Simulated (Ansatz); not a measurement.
# CH4BI, SMILES CBI: the interaction energy of a dimer with the counterpoise correction

Computed with the Ansatz DFT code, driven from Python.

Notebook, run cell by cell (the value of a cell's last expression is shown):

```python
import ansatz as az
```

```python
FIRST = [
    ("C", (-0.6223, -0.05, -0.3967)),
    ("B", (0.6468, -0.2495, 0.4337)),
    ("I", (1.8208, 1.468, 1.0975)),
    ("H", (-1.3086, 0.6145, 0.1822)),
    ("H", (-0.4165, 0.5247, -1.3636)),
    ("H", (-1.1387, -0.9642, -0.6584)),
    ("H", (1.0188, -1.3436, 0.7052)),
]
SECOND = [
    ("C", (-3.9044, -2.2769, -1.5887)),
    ("B", (-4.9275, -1.6213, -0.6594)),
    ("I", (-6.9045, -2.5068, -0.3835)),
    ("H", (-3.7497, -3.3268, -1.2402)),
    ("H", (-4.3015, -2.3856, -2.6555)),
    ("H", (-2.9508, -1.7682, -1.6405)),
    ("H", (-4.6636, -0.6098, -0.0969)),
]
```

```python
def energy(atoms, ghosts=()):
    molecule = az.Crystal.molecule()
    for symbol, xyz in atoms:
        molecule = molecule.atom(symbol, xyz)
    calc = (
        molecule.calculation()
        .basis(gaussian="def2-SVP")
        .correlation("MP2")
    )
    deck = calc.input()
    if ghosts:
        deck = deck.set(az.key.basis.gaussian.ghost_atoms, [{"symbol": s, "position_ang": list(xyz)} for s, xyz in ghosts])
    return az.Session.from_dict(deck).plan().execute().report["free_energy_ev"]

both = energy(FIRST + SECOND)
alone = energy(FIRST) + energy(SECOND)
ghosted = energy(FIRST, SECOND) + energy(SECOND, FIRST)
print(f"dimer {both:.6f} eV")
print(f"interaction, uncorrected   {(both - alone):8.3f} eV")
print(f"interaction, counterpoise  {(both - ghosted):8.3f} eV")
print(f"basis-set superposition    {(alone - ghosted):8.3f} eV")
```

    dimer -19693.213400 eV
    interaction, uncorrected     -0.010 eV
    interaction, counterpoise     0.006 eV
    basis-set superposition       0.016 eV

Uncorrected it is -0.010 eV, with the counterpoise correction 0.006 eV; the difference, 0.02 eV, is the superposition error. The sign changes with the correction, so this basis doesn't settle it.

Notes:
- Total energies depend on the basis set; only differences at equal settings carry meaning.
- The dimer is a generated trial pose of unrelaxed monomers, not a minimum, so the figure is no binding energy, and the basis set is small.
- def2 sets replace the cores of elements past krypton by effective core potentials.
- It ran for 14 s on 1 thread of Arm Neoverse V1, with other jobs on the host, peak memory 0.41 GiB.
